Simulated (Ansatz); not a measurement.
# GeH2 (GeH₂): an energy map over bond length Ge1–H2 and angle H3–Ge1–H2

Aim: map the energy of GeH2 (GeH₂) over two coordinates, and find its wells, ridges and stiffness.

Method: RKS PBE0-D4/def2-TZVP; program: Ansatz 0.2.0.

### Step 1. The starting structure

3 atoms, charge 0, spin multiplicity 1.

Atoms are counted from 1 here; the program's logs count them from 0.

Bond lengths: Ge1–H2 1.609 Å, Ge1–H3 1.607 Å. Angles: H2–Ge1–H3 86.5°.

Geometry (Å):

```xyz
3
GeH2
Ge    0.00459   -0.00905   -0.78102
H     1.09884   -0.01782    0.39844
H    -1.10343    0.02687    0.38258
```

### Step 3. Setting up the map

- bond length Ge1–H2: 15 values from 1.403 to 1.993 Å
- angle H3–Ge1–H2: 15 values from 45.6 to 135.6 °

Nothing else is relaxed (all other coordinates rigid). Energies count from the relaxed molecule at the same level. Points are written as (first, second).

(The set-up runs are not shown.)

### Step 4. Point (1.487 Å, 129.2°)

input.yaml

```yaml
crystal:
  periodic: [false, false, false]
  atoms:
    - { symbol: Ge, position_ang: [0.004984, -0.008671, -0.747246] }
    - { symbol: H, position_ang: [1.055105, -0.017994, 0.305526] }
    - { symbol: H, position_ang: [-1.580936, 0.025466, -0.588222] }
basis:
  gaussian: { orbitals: def2-TZVP }
hamiltonian:
  xc: pbe0
  dispersion: d4
output:
  forces: true
```

Started as:

```console
$ ansatz run input.yaml --threads 1 --pin off --max-ram 2048MiB --backend cpu --events-out ev --progress --plain --runs-dir out
```

The session goes on with these runs: the other points that were computed.

**Question.** What will these runs give? Wanted: lowest point; highest computed point; largest force on an atom.

**Answer**, as computed:

```
                       quantity                                                                            value
                   lowest point                                                  (1.614 Å, 90.6°), 0.06 kcal/mol
         highest computed point                                 (1.403 Å, 45.6°), 40.1 kcal/mol above the lowest
largest force on an atom (eV/Å)  0.26 at (1.614 Å, 90.6°) to 5.82 at (1.403 Å, 135.6°); 0.26 at the lowest point
        time for the whole task                                                 4.7 min on 1 thread, shared host
```

In words: The lowest computed point is at (1.614 Å, 90.6°), 0.06 kcal/mol from the relaxed molecule at the same level. The grid is coarse, so the lowest point of the scanned range may lie between grid points; coordinates that were held can hide deeper minima. No other kind of well shows on this grid. The highest computed point, (1.403 Å, 45.6°), lies 40.1 kcal/mol above the lowest. Round the minimum the two coordinates are nearly uncoupled.
